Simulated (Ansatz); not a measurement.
# C₄H₁₁Cl₂GaSi: basis-set convergence

The task here is to estimate one member of a computed series from the others.

Method: one geometry, several basis sets; program: Ansatz 0.2.0, Gaussian basis.

Levels to be run: PBE0-D4/def2-SVP; ωB97M-V/def2-SVP; PBE0-D4/def2-QZVPP; ωB97M-V/def2-QZVPP; the functionals' def2-TZVPP values are taken from earlier runs.

### Structure used throughout

The geometry comes from an earlier relaxation with PBE0-D4 in a triple-zeta def2 set; it is a stationary point, not always the lowest conformer.

SMILES `C[Si](C)(C)[CH2][Ga]([Cl])[Cl]`, 19 atoms, charge 0, spin multiplicity 1.

Atoms are counted from 1 here; the program's logs count them from 0.

Bond lengths: C1–Si2 1.872 Å, C1–H9 1.094 Å, C1–H10 1.093 Å, C1–H11 1.093 Å, Si2–C3 1.876 Å, Si2–C4 1.870 Å, Si2–C5 1.888 Å, C3–H12 1.095 Å, C3–H13 1.093 Å, C3–H14 1.093 Å, C4–H15 1.093 Å, C4–H16 1.093 Å, C4–H17 1.093 Å, C5–Ga6 1.934 Å, C5–H18 1.093 Å, C5–H19 1.094 Å, Ga6–Cl7 2.141 Å, Ga6–Cl8 2.143 Å. Angles: Si2–C1–H9 110.9°, Si2–C1–H10 111.1°, Si2–C1–H11 111.2°, H9–C1–H10 107.8°, H9–C1–H11 107.8°, H10–C1–H11 107.9°, C1–Si2–C3 109.9°, C1–Si2–C4 110.5°, C1–Si2–C5 109.1°, C3–Si2–C4 109.9°, C3–Si2–C5 108.7°, C4–Si2–C5 108.7°, Si2–C3–H12 112.0°, Si2–C3–H13 111.6°, Si2–C3–H14 110.8°, H12–C3–H13 107.6°, H12–C3–H14 106.9°, H13–C3–H14 107.7° and more.

Set-up of the first run:

in.yaml reads:

```yaml
crystal:
  periodic: [false, false, false]
  atoms:
    - {symbol: C, position_ang: [-0.644778, -2.224801, 0.023538]}
    - {symbol: Si, position_ang: [-0.093739, -0.444052, 0.190916]}
    - {symbol: C, position_ang: [1.774162, -0.338533, 0.057374]}
    - {symbol: C, position_ang: [-0.657212, 0.266318, 1.826483]}
    - {symbol: C, position_ang: [-0.857694, 0.573247, -1.204732]}
    - {symbol: Ga, position_ang: [0.029238, 2.281887, -1.390712]}
    - {symbol: Cl, position_ang: [1.488574, 2.689193, -2.902797]}
    - {symbol: Cl, position_ang: [-0.268355, 3.910311, -0.029918]}
    - {symbol: H, position_ang: [-0.233687, -2.837309, 0.830823]}
    - {symbol: H, position_ang: [-1.734168, -2.305133, 0.064161]}
    - {symbol: H, position_ang: [-0.311646, -2.654034, -0.924986]}
    - {symbol: H, position_ang: [2.142307, 0.676209, 0.243047]}
    - {symbol: H, position_ang: [2.124407, -0.641610, -0.933101]}
    - {symbol: H, position_ang: [2.253413, -0.989878, 0.793297]}
    - {symbol: H, position_ang: [-0.204878, -0.275224, 2.661645]}
    - {symbol: H, position_ang: [-1.743028, 0.196108, 1.933219]}
    - {symbol: H, position_ang: [-0.382021, 1.320161, 1.922278]}
    - {symbol: H, position_ang: [-0.762985, 0.049164, -2.159630]}
    - {symbol: H, position_ang: [-1.917902, 0.747965, -1.000896]}
basis:
  gaussian: {orbitals: def2-SVP}
hamiltonian: {xc: pbe0, dispersion: d4}
output: {orbitals: {seedname: orbitals}}
```

Command:

```
ansatz run in.yaml --threads 4 --pin off --events-out ev --progress --plain --max-ram 46080MiB --backend cpu
```

Among the steps run: PBE0-D4 in def2-SVP; ωB97M-V in def2-SVP; PBE0-D4 in def2-QZVPP; ωB97M-V in def2-QZVPP.

One table of the session follows, with a row left open; its other results are not shown here.

It belongs to the step «Functionals by basis». 

```
functional       basis  HOMO (eV)
   PBE0-D4    def2-SVP      -8.20
   PBE0-D4  def2-TZVPP      -8.25
   PBE0-D4  def2-QZVPP      -8.27
   ωB97M-V    def2-SVP     -10.31
   ωB97M-V  def2-TZVPP     -10.39
   ωB97M-V  def2-QZVPP          ?
```

Q: Estimate the row for ωB97M-V, def2-QZVPP from the others.

The run gave: HOMO (eV): -10.42. In the column «HOMO (eV)» it is the lowest.
